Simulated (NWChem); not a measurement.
# SbH2 (SMILES [SbH2]): UM06-2X/def2-TZVPD (core potential)

What is the vertical ionisation energy of SbH2 at UM06-2X/def2-TZVPD (core potential)? 

Program for the calculation: NWChem 7.3.0.

## (1) The system as given

SbH2 has 3 atoms, charge 0, and is taken as a doublet. As SMILES, `[SbH2]`. The shape is that of a PBE0-D4/def2-TZVP optimisation.

Bond lengths: Sb1–H2 1.711 Å, Sb1–H3 1.711 Å. Angles: H2–Sb1–H3 90.3°.

## (2) A single-point energy at UM06-2X/def2-TZVPD (core potential)

Input file mymol.nw:

```
start mymol
title "H2Sb"
memory stack 880 mb heap 220 mb global 1100 mb

geometry units angstrom noautosym nocenter noautoz
  Sb       0.659800      -0.346300       0.315700
  H        0.046700       1.244200       0.163200
  H       -0.717300      -0.962700      -0.492100
end

basis spherical bse
  * library def2-TZVPD
end

ecp bse
  Sb library def2-TZVPD
end

dft
  xc m06-2x
  mult 2
  grid fine
  convergence energy 1e-08
  iterations 100
  mulliken
  noprint "final vectors analysis"
end

task dft energy
```

Run with:

```console
$ nwchem mymol.nw > mymol.out
```

The log of the run:

```text
[...]
          Wavefunction type:  spin polarized.
          No. of atoms     :     3
          No. of electrons :    25
[...]
          Charge           :     0
          Spin multiplicity:     2
[...]
          AO basis - number of functions:    74
[...]
              XC Information
              --------------
                       M06-2X Method XC Functional
                     Hartree-Fock (Exact) Exchange  0.540
                        M06-2X Exchange Functional  1.000
                      M06-2X Correlation Potential  1.000
[...]
 d= 0,ls=0.0,diis     1   -241.3209127435 -2.56D+02  3.00D-03  1.36D-02     1.4
[...]
 d= 0,ls=0.0,diis    11   -241.3311591232 -1.84D-10  8.73D-08  1.51D-11    13.3
[...]
         Total DFT energy =     -241.331159123172
      One electron energy =     -449.614728065180
           Coulomb energy =      213.846741624090
    Exchange-Corr. energy =      -20.004926630826
 Nuclear repulsion energy =       14.441753948744
[...]
      Total Density - Mulliken Population Analysis
     ---------------------------------------------
    Atom       Charge   Shell Charges
 -----------   ------   -------------------------------------------------------
    1 Sb  23    23.08   0.16 -0.66  1.58  0.93  1.06  0.84  0.01 -0.46  6.42  0.90  1.70  0.48  9.00  0.99  0.11  0.00  0.00  0.01
    2 H    1     0.96   0.23  0.52  0.20  0.01  0.00
    3 H    1     0.96   0.23  0.52  0.20  0.01  0.00
[...]
      <S2> =      0.7590 (Exact =     0.7500)
[...]
```

Wall time 14 s (1 thread of Intel Xeon 6975P-C (Granite Rapids), shared host); peak memory 0.11 GiB.

## (3) The singlet cation, same level

Input file a.nw:

```
start a
title "H2Sb"
memory total 2200 mb
charge 1

geometry noautosym nocenter noautoz
  Sb    0.659800   -0.346300    0.315700
  H     0.046700    1.244200    0.163200
  H    -0.717300   -0.962700   -0.492100
end

basis spherical bse
  * library def2-TZVPD
end

ecp bse
  Sb library def2-TZVPD
end

dft
  xc m06-2x
  mult 1
  grid fine
  convergence energy 1e-08
  maxiter 100
  mulliken
  noprint "final vectors analysis"
end

task dft energy
```

Run with:

```console
$ nwchem a.nw > a.out
```

The log of the run:

```text
[...]
          Wavefunction type:  closed shell.
          No. of atoms     :     3
          No. of electrons :    24
[...]
          Charge           :     1
          Spin multiplicity:     1
[...]
          AO basis - number of functions:    74
[...]
              XC Information
              --------------
                       M06-2X Method XC Functional
                     Hartree-Fock (Exact) Exchange  0.540
                        M06-2X Exchange Functional  1.000
                      M06-2X Correlation Potential  1.000
[...]
 d= 0,ls=0.0,diis     1   -240.9138349561 -2.55D+02  2.33D-02  1.56D+00     1.1
[...]
 d= 0,ls=0.0,diis     8   -241.0111280023 -3.56D-09  8.66D-07  6.23D-10     7.0
         Total DFT energy =     -241.011128002286
      One electron energy =     -442.221225181535
           Coulomb energy =      206.521009313130
    Exchange-Corr. energy =      -19.752666082624
 Nuclear repulsion energy =       14.441753948744
[...]
      Total Density - Mulliken Population Analysis
     ---------------------------------------------
    Atom       Charge   Shell Charges
 -----------   ------   -------------------------------------------------------
    1 Sb  23    22.35   0.16 -0.67  1.59  0.92  1.21  0.77 -0.02 -0.46  6.42  0.79  1.36  0.15  9.02  0.98  0.12 -0.00  0.00  0.01
    2 H    1     0.83   0.22  0.51  0.10  0.01 -0.01
    3 H    1     0.83   0.22  0.51  0.10  0.01 -0.01
[...]
```

Run time: 7.8 s. Hardware: 1 thread of Intel Xeon 6975P-C (Granite Rapids), shared host; peak memory 0.11 GiB.

## (4) Results

Level: UM06-2X/def2-TZVPD (core potential).

| quantity | value |
| --- | --- |
| doublet SbH2: total energy | -241.33116 Eh |
| doublet SbH2: dipole moment | 0.30 D |
| doublet SbH2: ⟨S²⟩ | 0.759 |
| singlet cation: total energy | -241.01113 Eh |
| vertical ionisation energy (to the singlet cation) | 8.708 eV |

**Reading.** The vertical ionisation energy comes to 8.71 eV (840 kJ/mol). Only the singlet of the ionised species was computed; a triplet could lie lower. Mulliken charges (doublet SbH2) run from -0.08 on Sb1 to +0.04 on H2; in a basis this large or diffuse they mean little.
